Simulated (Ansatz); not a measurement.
# Al5BAs6: the cost of one run

Program: Ansatz 0.2.0. Level of theory: DFT PBE, scalar-relativistic, plane waves, PAW. These are calculated values, not measurements.

### 1 The starting structure

Symmetry: P-4m2, No. 115, tetragonal system. The conventional cell has a = 3.779 Å, b = 3.779 Å, c = 16.035 Å, α = 90.00°, β = 90.00°, γ = 90.00°. Al (site symmetry 2mm) is surrounded by 4 As at 2.31 Å. Al (site symmetry -4m2) has 4 As at 2.31 Å as nearest neighbours. B (site symmetry -4m2) has 4 As at 2.31 Å as nearest neighbours. Around As (site symmetry 2mm) lie 2 B at 2.31 Å and 2 Al at 2.31 Å. As (site symmetry 2mm) has 4 Al at 2.31 Å as nearest neighbours.

Structure file:

```cif
data_structure
_symmetry_space_group_name_H-M 'P-4m2'
_symmetry_Int_Tables_number 115
_cell_length_a 3.7794
_cell_length_b 3.7794
_cell_length_c 16.0347
_cell_angle_alpha 90.000
_cell_angle_beta 90.000
_cell_angle_gamma 90.000
_cell_volume 229.04
loop_
_atom_site_label
_atom_site_type_symbol
_atom_site_symmetry_multiplicity
_atom_site_Wyckoff_symbol
_atom_site_fract_x
_atom_site_fract_y
_atom_site_fract_z
_atom_site_occupancy
Al1 Al 2 e 0.00000 0.00000 0.83333 1
Al2 Al 2 f 0.50000 0.50000 0.33333 1
Al3 Al 1 d 0.00000 0.00000 0.50000 1
B1 B 1 b 0.50000 0.50000 0.00000 1
As1 As 2 g 0.50000 0.00000 0.91667 1
As2 As 2 g 0.50000 0.00000 0.25000 1
As3 As 2 g 0.00000 0.50000 0.41667 1
```

The start is an ordering of an alloy on its end members' structure types: elements ordered on the sites of the AlAs type, B/Al on Al (P-4m2, No. 115).

### 2 Probe: one point on a coarse mesh

input.yaml reads:

```yaml
crystal:
  lattice:
    - [3.77940385, 0.0, 0.0]
    - [0.0, 3.77940385, 0.0]
    - [0.0, 0.0, 16.03465256]
  atoms:
    - { symbol: Al, position: [0.0, 0.0, 0.83333333] }
    - { symbol: Al, position: [0.0, 0.0, 0.16666667] }
    - { symbol: Al, position: [0.5, 0.5, 0.33333333] }
    - { symbol: Al, position: [0.0, 0.0, 0.5] }
    - { symbol: Al, position: [0.5, 0.5, 0.66666667] }
    - { symbol: B, position: [0.5, 0.5, 0.0] }
    - { symbol: As, position: [0.5, 0.0, 0.91666667] }
    - { symbol: As, position: [0.0, 0.5, 0.08333333] }
    - { symbol: As, position: [0.5, 0.0, 0.25] }
    - { symbol: As, position: [0.0, 0.5, 0.41666667] }
    - { symbol: As, position: [0.5, 0.0, 0.58333333] }
    - { symbol: As, position: [0.0, 0.5, 0.75] }
basis:
  ecutwfc: 420
kpoints:
  mp_grid: { grid: [4, 4, 1] }
hamiltonian:
  xc: pbe
scf:
  occupations: { method: gaussian, width: 0.1 }
  lower_state_search: "off"
output:
  forces: true
  stress: true
  eigenvalues: true
```

Started as:

```bash
$ ansatz run input.yaml --threads 1 --pin off --max-ram 2560MiB --backend cpu --events-out ev --progress --plain --runs-dir out
```

Q: Estimate wall time and peak memory on 1 thread of Intel Xeon Platinum 8488C (Sapphire Rapids), shared host.

About 6.6 s, with a peak of 0.49 GiB.
